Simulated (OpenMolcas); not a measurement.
**I²⁺: CASSCF and CASPT2 terms and fine-structure levels**

Which level of I²⁺ lies lowest, and where do the others fall? The reference wave functions come first, then spin-orbit coupling, then second-order correlation.

Method: state-averaged CASSCF and CASPT2, spin-orbit coupling by RASSI with atomic mean-field integrals. Code: OpenMolcas 26.06.

5 further runs of the same task are left out: 5 set aside as unsound or not needed.

### 1 Starting point

* Species: I²⁺ (iodine, Z = 53, 51 electrons)
* Basis: ANO-RCC-VTZP [7s6p4d2f1g], 68 functions
* Scalar Hamiltonian: DKH2, point nucleus
* Inactive shells: 1s 2s 2p 3s 3p 3d 4s 4p 4d
* Active space: 5 electrons in 4 orbitals (5s 5p)
* Some configurations of this space: 5p⁵, 5s 5p⁴, 5s² 5p³
* Orbitals: optimised for each spin and parity, averaged over the low roots

Outer shells as boxes (Hund's rule):

5p5
```
5p [↑↓][↑↓][↑ ]
```

5s 5p4
```
5s [↑ ]
5p [↑↓][↑ ][↑ ]
```

5s2 5p3
```
5s [↑↓]
5p [↑ ][↑ ][↑ ]
```

Each step is its own input file, run in one work folder so that later steps find the files of earlier ones. Labels, J, g values, rates, χT and fits are worked out afterwards by a script from the matrices that RASSI stores.

### 2 GATEWAY and SEWARD: basis and integrals

Contents of a.inp:

```
&GATEWAY
Coord
1

I 0.0 0.0 0.0
Basis=ANO-RCC-VTZP
Group=XYZ
NoMove
AngMom=0.0 0.0 0.0
AMFI
&SEWARD
```

### 3 Reference wave functions, quartets of odd parity, 1 root

Contents of a.inp:

```
&RASSCF
FileOrb=start.orb
Symmetry=2
Spin=4
nActEl=5 0 0
Inactive=14 9
Ras2=1 3
CIRoot=1 1 1
SDav=1
CIMx=300
Iter=120 100
PrWF=0.3
OrbListing=Nothing
MaxOrb=0
Atom
>>> COPY $Project.JobIph JOB001
```

start.orb holds the contracted functions of the basis, ordered by shell, or the orbitals of the step before.

### 4 Reference wave functions, doublets of odd parity, 8 roots

Contents of a.inp:

```
&RASSCF
FileOrb=start.orb
Symmetry=2
Spin=2
nActEl=5 0 0
Inactive=14 9
Ras2=1 3
CIRoot=8 8 1
SDav=11
CIMx=300
Iter=120 100
PrWF=0.3
OrbListing=Nothing
MaxOrb=0
Atom
>>> COPY $Project.JobIph JOB002
```

### 5 Reference wave functions, quartets of even parity, 3 roots

Contents of a.inp:

```
&RASSCF
FileOrb=start.orb
Symmetry=1
Spin=4
nActEl=5 0 0
Inactive=14 9
Ras2=1 3
CIRoot=3 3 1
SDav=3
CIMx=300
Iter=120 100
PrWF=0.3
OrbListing=Nothing
MaxOrb=0
Atom
>>> COPY $Project.JobIph JOB003
```

### 6 CASSCF: doublets of even parity, 9 roots

Contents of a.inp:

```
&RASSCF
FileOrb=start.orb
Symmetry=1
Spin=2
nActEl=5 0 0
Inactive=14 9
Ras2=1 3
CIRoot=9 9 1
SDav=9
CIMx=300
Iter=120 100
PrWF=0.3
OrbListing=Nothing
MaxOrb=0
Atom
>>> COPY $Project.JobIph JOB004
```

### 7 State interaction with spin-orbit coupling

Contents of a.inp:

```
&RASSI
NrOfJobIphs=4 1 8 3 9
1
1 2 3 4 5 6 7 8
1 2 3
1 2 3 4 5 6 7 8 9
IphNames
JOB001
JOB002
JOB003
JOB004
EJob
SpinOrbit
DIPRint=1.0
SOCoupling=1000.0
Subsets=2
MEES
Property=10
'ANGMOM' 1 'ANGMOM' 2 'ANGMOM' 3 'MLTPL  1' 1 'MLTPL  1' 2 'MLTPL  1' 3
'AMFI' 1 'AMFI' 2 'AMFI' 3 'MLTPL  2' 6
SOProperty=3
'ANGMOM' 1 'ANGMOM' 2 'ANGMOM' 3
```

### 8 CASPT2: IPEA 0.25, imaginary shift 0.1 (closed shells correlated: 4s 4p 4d)

Contents of a.inp:

```
>>> COPY JOB001 $Project.JobIph
&CASPT2
Multistate=1 1
Frozen=8 6
IPEA=0.25
Imaginary=0.1
MaxIter=60
WThr=0.0 0.3 0.05
PrWF=0.5
NoMix
>>> COPY JOB002 $Project.JobIph
&CASPT2
Multistate=8 1 2 3 4 5 6 7 8
Frozen=8 6
IPEA=0.25
Imaginary=0.1
MaxIter=60
WThr=0.0 0.3 0.05
PrWF=0.5
NoMix
>>> COPY JOB003 $Project.JobIph
&CASPT2
Multistate=3 1 2 3
Frozen=8 6
IPEA=0.25
Imaginary=0.1
MaxIter=60
WThr=0.0 0.3 0.05
PrWF=0.5
NoMix
>>> COPY JOB004 $Project.JobIph
&CASPT2
Multistate=9 1 2 3 4 5 6 7 8 9
Frozen=8 6
IPEA=0.25
Imaginary=0.1
MaxIter=60
WThr=0.0 0.3 0.05
PrWF=0.5
NoMix
```

(Steps that only read results are left out.)

**Question.** What will these runs give? Wanted: lowest level; first excited level; spin-orbit lowering of the lowest level; strongest of the lines computed, by gA, at CASSCF energies.

The runs gave:

```
                                                  quantity                                                                           value
                                                    method  SS-CASPT2, IPEA 0.25, imaginary shift 0.1 (closed shells correlated: 4s 4p 4d)
                                              lowest level                                   5s² 5p³ ⁴S°_3/2, 93 % of that term, g = 1.946
                               ground level listed by NIST                                                                          4S°3/2
                                       first excited level                                                   5s² 5p³ ²D°_3/2 at 12450 cm⁻¹
                   spin-orbit lowering of the lowest level                                                                       1535 cm⁻¹
strongest of the lines computed, by gA, at CASSCF energies                     5s 5p⁴ ²P_3/2 → 5s² 5p³ ²D°_5/2, 73.65 nm, A = 1.59e+10 s⁻¹
```

What each method costs and misses:

```csv
method,time of its own steps,time with the reference,mean absolute difference from method B (cm-1)
A. CASSCF,13 s,13 s,6700
"B. SS-CASPT2, IPEA 0.25, imaginary shift 0.1, +4s 4p 4d",4.3 s,17 s,0
```

Times are of one thread on a shared host.

Second-order correlation (method B) scales the levels of the lowest configuration above 5000 cm⁻¹ by 0.80 to 0.98. Only the configurations of the active space and the roots asked for are present. Not all states of the active space went into the spin-orbit step. CASPT2 does not keep the components of a term degenerate, and the means are used. No d shell is active. Levels of other configurations are missing from the list.
